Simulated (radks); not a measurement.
# Rh²⁺ in [Ar] 3d10 4p6 4d9: an all-electron calculation

The task here is to estimate one member of a computed series from the others.

Method: Dirac Kohn-Sham, exchange-only LDA, spin-unpolarised, spherical densities, point nucleus; open shells fill j = l - 1/2 first. Code: radks (a radial shooting solver on a logarithmic mesh, Libxc functionals) version 1.

### What is computed

* element: rhodium (Z = 45)
* charge: +2
* electrons: 43
* configuration: [Ar] 3d10 4p6 4d9

The first run:

The run's settings:

```text
Z 45
configuration [Ar] 3d10 4p6 4d9
relativity Dirac
functional lda,
spin unpolarised
j_filling energy
nucleus point
c 137.035999084
```

Among the steps run: Self-consistent calculation.

One of the session's tables, all rows but one given; the rest of the session is left out.

It belongs to the step «Radial structure». From the orbitals of this run (lengths in bohr):

| level | <r> | outermost maximum (interpolated) | 90 % within | nodes |
| --- | --- | --- | --- | --- |
| 1s1/2 | 0.03266 | 0.0212 | 0.0586 | 0 |
| 2s1/2 | 0.1417 | 0.120 | 0.219 | 1 |
| 2p1/2 | 0.1204 | 0.0929 | 0.197 | 0 |
| 2p3/2 | 0.1252 | 0.0970 | 0.204 | 0 |
| 3s1/2 | 0.3910 | 0.352 | 0.577 | 2 |
| 3p1/2 | 0.3834 | 0.338 | 0.579 | 1 |
| 3p3/2 | 0.3942 | 0.348 | 0.594 | 1 |
| 3d3/2 | 0.3684 | 0.289 | 0.586 | 0 |
| 3d5/2 | 0.3718 | 0.292 | 0.590 | 0 |
| 4p1/2 | ? | ? | ? | ? |
| 4p3/2 | 1.069 | 0.942 | 1.58 | 2 |
| 4d3/2 | 1.388 | 1.10 | 2.18 | 1 |
| 4d5/2 | 1.404 | 1.11 | 2.21 | 1 |

Q: Estimate the row for 4p1/2 from the others.

The run gave: <r>: 1.040; outermost maximum (interpolated): 0.917; 90 % within: 1.54; nodes: 2. In the column «<r>» it lies between 3p3/2 (0.3942) and 4p3/2 (1.069).
